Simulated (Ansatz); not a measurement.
# CH₃FOSSi: one species, many methods

How much do the methods differ for CH₃FOSSi? The plan is to run it at one geometry with functionals of several rungs and with coupled cluster. The yardstick is the atomisation energy at the CCSD(T) limit.

The runs use Ansatz 0.2.0, Gaussian basis; functionals in def2-TZVPP, the program's frozen cores in correlated methods.

Plan: LDA (SPW92), PBE-D4, revPBE-D4, BLYP-D4, r2SCAN-D4, B97M-V, PBE0-D4, B3LYP-D4, r2SCANh-D4, r2SCAN0-D4, HSE06-D4, BHLYP-D4, CAM-B3LYP-D4, LC-ωPBE, ωB97X-V, ωB97M-V, B2PLYP, PBE-QIDH; CCSD(T)/def2-SVP; CCSD(T)/def2-TZVPP; MP2/def2-QZVPP; extrapolation to the limit; RPA on PBE.

### 1 The geometry

All runs share one geometry, relaxed beforehand with PBE0-D4 in a triple-zeta def2 set.

8 atoms, charge 0, spin multiplicity 1.

Atoms are counted from 1 here; the program's logs count them from 0.

Bond lengths: O1–C2 1.353 Å, O1–H6 0.966 Å, C2–F3 1.366 Å, C2–Si4 1.854 Å, C2–S5 1.876 Å, Si4–S5 2.104 Å, Si4–H7 1.479 Å, Si4–H8 1.479 Å. Angles: C2–O1–H6 109.5°, O1–C2–F3 110.8°, O1–C2–Si4 121.8°, O1–C2–S5 117.5°, F3–C2–Si4 120.1°, F3–C2–S5 111.1°, Si4–C2–S5 68.7°, C2–Si4–S5 56.2°, C2–Si4–H7 118.6°, C2–Si4–H8 119.6°, S5–Si4–H7 118.2°, S5–Si4–H8 118.9°, H7–Si4–H8 113.8°, C2–S5–Si4 55.2°.

Geometry (Å):

```
O     0.1977    0.5812    1.5541
C     0.4808    0.2772    0.2662
F     1.8293    0.2842    0.0515
Si   -0.6147   -0.8295   -0.7392
S    -0.4198    1.2393   -1.0695
H     0.4781    1.4868    1.7406
H     0.0111   -1.7532   -1.7094
H    -1.8704   -1.3433   -0.1503
```

### 2 LDA

This LDA is Slater exchange with PW92 correlation.

Input file in.yaml:

```yaml
crystal:
  periodic: [false, false, false]
  atoms:
    - {symbol: O, position_ang: [0.197694, 0.581231, 1.554106]}
    - {symbol: C, position_ang: [0.480812, 0.277240, 0.266241]}
    - {symbol: F, position_ang: [1.829338, 0.284244, 0.051466]}
    - {symbol: Si, position_ang: [-0.614708, -0.829534, -0.739151]}
    - {symbol: S, position_ang: [-0.419849, 1.239291, -1.069482]}
    - {symbol: H, position_ang: [0.478080, 1.486794, 1.740568]}
    - {symbol: H, position_ang: [0.011119, -1.753174, -1.709365]}
    - {symbol: H, position_ang: [-1.870386, -1.343289, -0.150284]}
basis:
  gaussian: {orbitals: def2-TZVPP}
hamiltonian: {xc: lda}
output: {orbitals: {seedname: orbitals}}
```

Launch:

```console
$ ansatz run in.yaml --threads 2 --pin off --events-out ev --progress --plain --max-ram 4352MiB
```

The runs that follow: PBE-D4 (GGA); revPBE-D4 (GGA); BLYP-D4 (GGA); r2SCAN-D4 (meta-GGA); B97M-V (meta-GGA); PBE0-D4 (hybrid); B3LYP-D4 (hybrid); r2SCANh-D4 (hybrid); r2SCAN0-D4 (hybrid); HSE06-D4 (hybrid); BHLYP-D4 (hybrid); CAM-B3LYP-D4 (range-separated); LC-ωPBE (range-separated); ωB97X-V (range-separated); ωB97M-V (range-separated); B2PLYP (double hybrid); PBE-QIDH (double hybrid); CCSD(T) in def2-SVP; CCSD(T) in def2-TZVPP; MP2 in def2-QZVPP; RPA on PBE orbitals.

**Question.** What will the summary of the whole plan be? Wanted: atomisation energy, CCSD(T)/CBS; farthest beyond LDA; mean size of error, GGA; mean size of error, meta-GGA; mean size of error, hybrid; mean size of error, range-separated; mean size of error, double hybrid; gap, smallest and largest; T1 diagnostic.

As calculated:

| quantity | value |
| --- | --- |
| atomisation energy, CCSD(T)/CBS | 2786.8 kJ/mol |
| functionals within 13.9 kJ/mol (0.5 %) | revPBE-D4, BLYP-D4, PBE0-D4, r2SCANh-D4, HSE06-D4, CAM-B3LYP-D4, LC-ωPBE |
| farthest beyond LDA | BHLYP-D4 (-153.2 kJ/mol) |
| mean size of error, GGA | 37.7 kJ/mol |
| mean size of error, meta-GGA | 23.0 kJ/mol |
| mean size of error, hybrid | 43.1 kJ/mol |
| mean size of error, range-separated | 14.1 kJ/mol |
| mean size of error, double hybrid | 39.8 kJ/mol |
| gap, smallest and largest | 4.51 eV (LDA (SPW92)), 11.52 eV (LC-ωPBE) |
| T1 diagnostic | 0.0137 |
| triples share of the correlation energy | 4.1 % |

In words: The LDA atomisation energy is off by 546.2 kJ/mol (20 %): it overbinds. PBE-D4 misses by +102.4 kJ/mol. Double hybrids carry the basis error of their MP2 part in triple zeta, and no dispersion term here, so their miss is partly the set-up's. By mean error the best rung here is range-separated (14.1 kJ/mol) and the worst beyond LDA is hybrid (43.1 kJ/mol). The mean of the hybrids holds BHLYP, with half exact exchange. The reference freezes the cores and leaves out relativity and excitations past (T), so misses under about 13.9 kJ/mol can't be ranked. Hartree-Fock recovers 66 % of the binding; the rest is correlation. CCSD(T) in def2-SVP is off by -227.8 kJ/mol, which most functionals beat. Orbital gaps span 4.5 to 11.5 eV; exact exchange widens them.
